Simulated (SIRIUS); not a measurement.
# Zr3S2 (R32) in SIRIUS: reference runs

Reference runs on Zr3S2: the cell as given.

Program: SIRIUS 7.10.0. These are calculated values, not measurements. Logs are shortened: lines on timing, memory, paths and dates and some standing lists are left out, and cuts for length are marked. The log counts tension as positive stress, the text compression.

## (1) The structure

Symmetry: R32, No. 155, trigonal system. Conventional cell: a = 5.805 Å, b = 5.805 Å, c = 10.463 Å, α = 90.00°, β = 90.00°, γ = 120.00°. Zr (site symmetry 2) is surrounded by 4 S at 2.61 to 2.62 Å. Around S (site symmetry 3) lie 6 Zr at 2.61 to 2.62 Å.

The cell comes from a database or a generator and needn't be the stable form of this composition.

## (2) Single point, PBE

sirius.json

```json
{
  "control": {
    "processing_unit": "cpu",
    "verbosity": 2,
    "num_bands_to_print": 34,
    "print_forces": true,
    "print_stress": true
  },
  "parameters": {
    "electronic_structure_method": "pseudopotential",
    "xc_functionals": ["XC_GGA_X_PBE", "XC_GGA_C_PBE"],
    "gk_cutoff": 8.2,
    "pw_cutoff": 16.4,
    "ngridk": [6, 6, 6],
    "shiftk": [0, 0, 0],
    "smearing": "fermi_dirac",
    "smearing_width": 0.0018374661,
    "num_bands": 34,
    "num_mag_dims": 0,
    "num_dft_iter": 100,
    "energy_tol": 1e-08,
    "density_tol": 1e-06
  },
  "iterative_solver": {
    "type": "davidson",
    "min_tolerance": 1e-09,
    "tolerance_scale": [0.1, 0.25]
  },
  "mixer": {
    "type": "anderson",
    "beta": 0.7,
    "max_history": 8
  },
  "settings": {
    "tol_ne": 1e-10,
    "pseudo_grid_cutoff": 6.5
  },
  "unit_cell": {
    "lattice_vectors": [
      [5.48500183473, 3.166767285841, 6.590936268492],
      [-5.48500183473, 3.166767285841, 6.590936268492],
      [0.0, -6.333534571492, 6.590936268492]
    ],
    "atom_coordinate_units": "lattice",
    "atom_types": ["Zr", "S"],
    "atom_files": {
      "S": "S.json",
      "Zr": "Zr.json"
    },
    "atoms": {
      "Zr": [
        [0.838727, 0.5, 0.161273],
        [0.5, 0.161273, 0.838727],
        [0.161273, 0.838727, 0.5]
      ],
      "S": [
        [0.665023, 0.665023, 0.665023],
        [0.334977, 0.334977, 0.334977]
      ]
    }
  }
}
```

Potentials or basis: PseudoDojo 0.4.1 PBE standard (scalar relativistic).

On the command line:

```
> upf_to_json S.upf
> upf_to_json Zr.upf
> OMP_NUM_THREADS=1 sirius.scf --input=sirius.json --output=out.json --task=0
```

Output:

```text
[info] SIRIUS version : 7.10.0
[info] number of MPI ranks           : 1
[info] MPI grid                      : 1 1
[info] maximum number of OMP threads : 1
[fft] FFT context for density and potential
[fft] =====================================
[fft]   comm size                             : 1
[fft]   plane wave cutoff                     : 16.4
[fft]   grid size                             : 50 50 50   total : 125000
[fft]   grid limits                           : -24 25   -24 25   -24 25
[fft]   number of G-vectors within the cutoff : 25551
[fft]   local number of G-vectors             : 25551
[fft]   number of G-shells                    : 4607
[fft] FFT context for coarse grid
[fft] =====================================
[fft]   comm size                             : 1
[fft]   plane wave cutoff                     : 16.4
[fft]   grid size                             : 50 50 50   total : 125000
[fft]   grid limits                           : -24 25   -24 25   -24 25
[fft]   number of G-vectors within the cutoff : 25551
[fft]   local number of G-vectors             : 25551
[fft]   number of G-shells                    : 4607
[unit cell] lattice vectors
[unit cell]   a1 :       5.4850018347      3.1667672858      6.5909362685
[unit cell]   a2 :      -5.4850018347      3.1667672858      6.5909362685
[unit cell]   a3 :       0.0000000000     -6.3335345715      6.5909362685
[unit cell] reciprocal lattice vectors
[unit cell]   b1 :       0.5727605474      0.3306834562      0.3177689811
[unit cell]   b2 :      -0.5727605474      0.3306834562      0.3177689811
[unit cell]   b3 :       0.0000000000     -0.6613669125      0.3177689811
[unit cell] unit cell volume :       686.89647805 [a.u.^3]
[unit cell] 1/sqrt(omega)    :         0.03815525
[unit cell] MT volume        :         0.00000000 ( 0.00%)
[unit cell] IT volume        :       686.89647805 (100.00%)
[unit cell] number of atom types : 2
[unit cell] type id : 0 symbol : Zr mt_radius :  16.210000 num_atoms : 3
[unit cell] type id : 1 symbol :  S mt_radius :  11.450000 num_atoms : 2
[unit cell] total number of atoms : 5
[unit cell] number of symmetry classes : 2
[unit cell] number of PAW atoms : 0
[unit cell] atom id  type id  class id             position                      vector_field
[unit cell] ------------------------------------------------------------------------------------------
[unit cell]      0        0        0      0.83873   0.50000   0.16127      0.00000   0.00000   0.00000
[unit cell]      1        0        0      0.50000   0.16127   0.83873      0.00000   0.00000   0.00000
[unit cell]      2        0        0      0.16127   0.83873   0.50000      0.00000   0.00000   0.00000
[unit cell]      3        1        1      0.66502   0.66502   0.66502      0.00000   0.00000   0.00000
[unit cell]      4        1        1      0.33498   0.33498   0.33498      0.00000   0.00000   0.00000
[unit cell] atom id         position (Cartesian, a.u.)
[unit cell] ---------------------------------------------
[unit cell]      0       1.857918    3.218009    9.886404
[unit cell]      1       1.857918   -3.218009    9.886404
[unit cell]      2      -3.715836    0.000000    9.886404
[unit cell]      3       0.000000    0.000000   13.149373
[unit cell]      4      -0.000000    0.000000    6.623436
[unit cell] class id : 0 atom id : 0 1 2
[unit cell] class id : 1 atom id : 3 4
[unit cell] minimum bond length:     4.922777
[... 309 lines left out ...]
[diagonalize] ik:   29   -1.331947   -1.330440   -1.330285   -0.538634   -0.533241   -0.530591   -0.527057   -0.525722   -0.524848   -0.523662   -0.516259   -0.514984   -0.039822   -0.032333    0.221804    0.248371    0.265835    0.291140    0.316616    0.321993    0.433826    0.453345    0.457810    0.463062    0.483833    0.492494    0.507432    0.515306    0.549900    0.565572    0.569805    0.579572    0.589808    0.594986
[diagonalize] ik:   30   -1.331599   -1.330562   -1.330521   -0.538105   -0.533973   -0.531383   -0.525637   -0.525538   -0.523202   -0.522116   -0.519070   -0.515616   -0.039563   -0.036593    0.228515    0.245252    0.262196    0.294366    0.322306    0.327667    0.427932    0.435446    0.451768    0.455471    0.487438    0.503373    0.504367    0.524754    0.551004    0.555218    0.581239    0.585918    0.601140    0.610547
[diagonalize] ik:   31   -1.332105   -1.330279   -1.330279   -0.539355   -0.531309   -0.528818   -0.528818   -0.528261   -0.524828   -0.524828   -0.514572   -0.514572   -0.037937   -0.030128    0.214469    0.260055    0.260055    0.290701    0.314090    0.314090    0.444327    0.458602    0.466563    0.466563    0.485087    0.485087    0.512360    0.512360    0.553919    0.561620    0.561620    0.570492    0.570492    0.597956
[find] Charges and magnetic moments
[find] --------------------------------------------------------------------------------
[find] total charge          : 48.000000
[find] Energy
[find] --------------------------------------------------------------------------------
[find] valence_eval_sum               :     -10.72323370
[find] <rho|V^{XC}>                   :     -31.14397140
[find] <rho|E^{XC}>                   :     -36.53841260
[find] <mag|B^{XC}>                   :       0.00000000
[find] <rho|V^{H}>                    :      51.57509343
[find] one-electron contribution      :     -31.15435573 (Ha),     -62.30871145 (Ry)
[find] hartree contribution           :      25.78754672
[find] xc contribution                :     -36.53841260
[find] ewald contribution             :    -132.23077341
[find] PAW contribution               :       0.00000000
[find] smearing (-TS)                 :      -0.00072718
[find] SCF correction                 :       0.00000381
[find] Total energy                   :    -174.13599121 (Ha),    -348.27198242 (Ry)
[find] Free energy (E-TS)             :    -174.13671839 (Ha),    -348.27343677 (Ry)
[find] band gap (eV)                  :       0.00000000
[find] Efermi                         :       0.47280033
[find] iteration : 11, RMS : 9.350525309767e-08, energy difference : -4.040629164592e-09
[find] Hartree energy of density residual : 9.060080432126e-13
[find] bands are converged : true
[find] iterative solver converged : true
[find] converged after 12 SCF iterations!
[find] Charges and magnetic moments
[find] --------------------------------------------------------------------------------
[find] total charge          : 48.000000
[find] Energy
[find] --------------------------------------------------------------------------------
[find] valence_eval_sum               :     -10.72323370
[find] <rho|V^{XC}>                   :     -31.14397140
[find] <rho|E^{XC}>                   :     -36.53841260
[find] <mag|B^{XC}>                   :       0.00000000
[find] <rho|V^{H}>                    :      51.57509343
[find] one-electron contribution      :     -31.15435573 (Ha),     -62.30871145 (Ry)
[find] hartree contribution           :      25.78754672
[find] xc contribution                :     -36.53841260
[find] ewald contribution             :    -132.23077341
[find] PAW contribution               :       0.00000000
[find] smearing (-TS)                 :      -0.00072718
[find] SCF correction                 :       0.00000381
[find] Total energy                   :    -174.13599121 (Ha),    -348.27198242 (Ry)
[find] Free energy (E-TS)             :    -174.13671839 (Ha),    -348.27343677 (Ry)
[find] band gap (eV)                  :       0.00000000
[find] Efermi                         :       0.47280033
[ground_state] === stress tensor components [kbar] ===
[ground_state] === stress_kin ===
[ground_state] -14750.808850   -0.000000   -0.000000
[ground_state]    -0.000000-14750.808851    0.000000
[ground_state]    -0.000000    0.000000-14433.660374
[ground_state] === stress_har ===
[ground_state] -3778.296762   -0.000000   -0.000000
[ground_state]    -0.000000-3778.296763    0.000000
[ground_state]    -0.000000    0.000000-3488.676659
[ground_state] === stress_ewald ===
[ground_state] 19083.301820    0.000000    0.000000
[ground_state]     0.00000019083.301820   -0.000000
[ground_state]     0.000000   -0.00000018470.215480
[ground_state] === stress_vloc ===
[ground_state]  6538.968249    0.000000    0.000000
[ground_state]     0.000000 6538.968249   -0.000000
[ground_state]     0.000000   -0.000000 6600.284108
[ground_state] === stress_xc ===
[ground_state] -2167.026664   -0.000000   -0.000000
[ground_state]    -0.000000-2167.026664    0.000000
[ground_state]    -0.000000    0.000000-2167.101988
[ground_state] === stress_core ===
[ground_state]  6264.504628    0.000000    0.000000
[ground_state]     0.000000 6264.504628   -0.000000
[ground_state]     0.000000   -0.000000 6268.935480
[ground_state] === stress_nonloc ===
[ground_state] -11181.497899   -0.000000   -0.000000
[ground_state]    -0.000000-11181.497899    0.000000
[ground_state]    -0.000000    0.000000-11242.431099
[ground_state] === stress_us_nl ===
[ground_state] -11181.497899   -0.000000   -0.000000
[ground_state]    -0.000000-11181.497899    0.000000
[ground_state]    -0.000000    0.000000-11242.431099
[ground_state] === stress_total ===
[ground_state]     9.144520   -0.000000    0.000000
[ground_state]    -0.000000    9.144520   -0.000000
[ground_state]     0.000000   -0.000000    7.564949
[ground_state] ==== total Forces in Ha/bohr =====
[ground_state] atom:    0, force:      -0.0005295     -0.0009171     -0.0000000
[ground_state] atom:    1, force:      -0.0005295      0.0009171      0.0000000
[ground_state] atom:    2, force:       0.0010590      0.0000000     -0.0000000
[ground_state] atom:    3, force:      -0.0000000     -0.0000000     -0.0002760
[ground_state] atom:    4, force:      -0.0000000      0.0000000      0.0002760
[ground_state] ==== ultrasoft contribution from Qij =====
[ground_state] atom:    0, force:       0.0000000      0.0000000      0.0000000
[ground_state] atom:    1, force:       0.0000000      0.0000000      0.0000000
[ground_state] atom:    2, force:       0.0000000      0.0000000      0.0000000
[ground_state] atom:    3, force:       0.0000000      0.0000000      0.0000000
[ground_state] atom:    4, force:       0.0000000      0.0000000      0.0000000
[ground_state] ==== non-local contribution from Beta-projector =====
[ground_state] atom:    0, force:      -0.0028691     -0.0049695     -0.0000000
[ground_state] atom:    1, force:      -0.0028691      0.0049695      0.0000000
[ground_state] atom:    2, force:       0.0057383      0.0000000      0.0000000
[ground_state] atom:    3, force:      -0.0000000     -0.0000000     -0.0010031
[ground_state] atom:    4, force:      -0.0000000      0.0000000      0.0010031
[ground_state] ==== contribution from local potential =====
[ground_state] atom:    0, force:      -0.5366379     -0.9294841     -0.0000000
[ground_state] atom:    1, force:      -0.5366379      0.9294841      0.0000000
[ground_state] atom:    2, force:       1.0732758      0.0000000      0.0000000
[ground_state] atom:    3, force:       0.0000000     -0.0000000     -0.1330254
[ground_state] atom:    4, force:       0.0000000      0.0000000      0.1330254
[ground_state] ==== contribution from core density =====
[ground_state] atom:    0, force:       0.0002937      0.0005088      0.0000000
[ground_state] atom:    1, force:       0.0002937     -0.0005088      0.0000000
[ground_state] atom:    2, force:      -0.0005875      0.0000000      0.0000000
[ground_state] atom:    3, force:       0.0000000      0.0000000      0.0001148
[ground_state] atom:    4, force:       0.0000000     -0.0000000     -0.0001148
[ground_state] ==== Ewald forces from ions =====
[ground_state] atom:    0, force:       0.5386839      0.9330278     -0.0000000
[ground_state] atom:    1, force:       0.5386839     -0.9330278      0.0000000
[ground_state] atom:    2, force:      -1.0773677      0.0000000      0.0000000
[ground_state] atom:    3, force:       0.0000000      0.0000000      0.1336376
[ground_state] atom:    4, force:       0.0000000     -0.0000000     -0.1336376
[~DFT_ground_state] local op. applied: 32319
[~DFT_ground_state] evp. work count: 3692.68
[~DFT_ground_state] number of iterative solver steps: 1757
```

It took 3.9 min on 1 thread of Arm Neoverse V1, shared host; peak memory 0.8 GiB.

Results:

```yaml
Free_energy: -4738.5015 eV
Pressure: -0.9 GPa
Largest_force: 0.054 eV/Å
Band_gap_on_the_k_mesh: none (metal or under the smearing width)
```

Forces on the atoms (eV/Å):
```
Zr  -0.027 -0.047  0.000
Zr  -0.027  0.047  0.000
Zr   0.054  0.000  0.000
S    0.000  0.000 -0.014
S    0.000  0.000  0.014
```
